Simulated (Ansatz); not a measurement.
# H₃Se radical: single points off equilibrium

Aim: energy, forces and dipole at a displaced guess of a reacting structure, from CCSD(T) and from density functionals.

Program: Ansatz 0.2.0, Gaussian basis. Level of theory: single points in def2-TZVPP. These are calculated values, not measurements.

Correlated methods freeze the cores. Filled d shells of the heavier atoms are correlated. Orbitals are unrestricted.

## (1) The starting structure

4 atoms, charge 0, spin multiplicity 2.

Atoms are counted from 1 here; the program's logs count them from 0.

Bond lengths: H1–H3 0.756 Å, Se2–H4 1.722 Å.

Geometry (Å):

```csv
atom,x (Å),y (Å),z (Å)
H1,-0.54140,-0.22350,-0.63010
Se2,1.02660,0.49260,0.15760
H3,-1.22760,-0.31240,-0.93400
H4,0.60410,0.17000,1.79600
```

## (2) CCSD(T)/def2-TZVPP

run/in.yaml reads:

```yaml
crystal:
  periodic: [false, false, false]
  atoms:
    - {symbol: H, position_ang: [-0.541400, -0.223500, -0.630100]}
    - {symbol: Se, position_ang: [1.026600, 0.492600, 0.157600]}
    - {symbol: H, position_ang: [-1.227600, -0.312400, -0.934000]}
    - {symbol: H, position_ang: [0.604100, 0.170000, 1.796000]}
basis:
  gaussian: {orbitals: def2-TZVPP}
magnetization: {spin_polarized: true, initial_magnetization: 1}
correlation: {method: ccsd_t}
scf: {omitted_lower_state_checks: [cluster_reference]}
output: {forces: true}
```

The command line of these runs was not kept.

## (3) PBE0-D4/def2-TZVPP

run/in.yaml: that of step 2 with these lines changed.

```diff
@@ -10,4 +10,3 @@
 magnetization: {spin_polarized: true, initial_magnetization: 1}
-correlation: {method: ccsd_t}
-scf: {omitted_lower_state_checks: [cluster_reference]}
-output: {forces: true}
+hamiltonian: {xc: pbe0, dispersion: d4}
+output: {forces: true, orbitals: {seedname: orbitals}}
```

## (4) wB97M-V/def2-TZVPP

run/in.yaml: that of step 3 with these lines changed.

```diff
@@ -10,3 +10,3 @@
 magnetization: {spin_polarized: true, initial_magnetization: 1}
-hamiltonian: {xc: pbe0, dispersion: d4}
-output: {forces: true, orbitals: {seedname: orbitals}}
+hamiltonian: {xc: {name: wB97M-V}}
+output: {forces: true}
```

## (5) r2SCAN-D4/def2-TZVPP

run/in.yaml: that of step 4 with these lines changed.

```diff
@@ -10,3 +10,3 @@
 magnetization: {spin_polarized: true, initial_magnetization: 1}
-hamiltonian: {xc: {name: wB97M-V}}
+hamiltonian: {xc: r2scan, dispersion: d4}
 output: {forces: true}
```

## (6) PBE-D4/def2-TZVPP

run/in.yaml: that of step 5 with these lines changed.

```diff
@@ -10,3 +10,3 @@
 magnetization: {spin_polarized: true, initial_magnetization: 1}
-hamiltonian: {xc: r2scan, dispersion: d4}
+hamiltonian: {xc: pbe, dispersion: d4}
 output: {forces: true}
```

## (7) wB97X-V/def2-TZVPP

run/in.yaml: that of step 6 with these lines changed.

```diff
@@ -10,3 +10,3 @@
 magnetization: {spin_polarized: true, initial_magnetization: 1}
-hamiltonian: {xc: pbe, dispersion: d4}
+hamiltonian: {xc: {name: wB97X-V}}
 output: {forces: true}
```

## (8) HSE06-D4/def2-TZVPP

run/in.yaml: that of step 7 with these lines changed.

```diff
@@ -10,3 +10,3 @@
 magnetization: {spin_polarized: true, initial_magnetization: 1}
-hamiltonian: {xc: {name: wB97X-V}}
+hamiltonian: {xc: hse06, dispersion: d4}
 output: {forces: true}
```

(Steps that only read results are left out.)

What does the calculation give? Wanted: energy less free atoms, CCSD(T)/def2-TZVPP; RMS force component; RMS force error; HOMO and LUMO, PBE0-D4; T1 diagnostic.

The runs gave:

| quantity | value |
| --- | --- |
| energy less free atoms, CCSD(T)/def2-TZVPP | -164.1 kcal/mol |
| RMS force component | 1.235 to 1.424 eV/Å over the methods |
| RMS force error | PBE0-D4 0.214, wB97M-V 0.071, r2SCAN-D4 0.238, PBE-D4 0.372, wB97X-V 0.119, HSE06-D4 0.219 eV/Å |
| HOMO and LUMO, PBE0-D4 | -6.96 and -3.98 eV |
| T1 diagnostic | 0.010 |

What this shows: Against CCSD(T) the functionals' energies less atoms differ by -6.1 to -0.6 kcal/mol, PBE-D4 by -6.1 kcal/mol. The reference is not at the basis limit: in triple zeta CCSD(T) underbinds, which counts against methods that bind more; the gaps are no ranking. On forces the order runs from wB97M-V to PBE-D4. Frozen-core CCSD(T) forces in triple zeta carry basis errors of their own, and this is one geometry, so small gaps rank nothing.
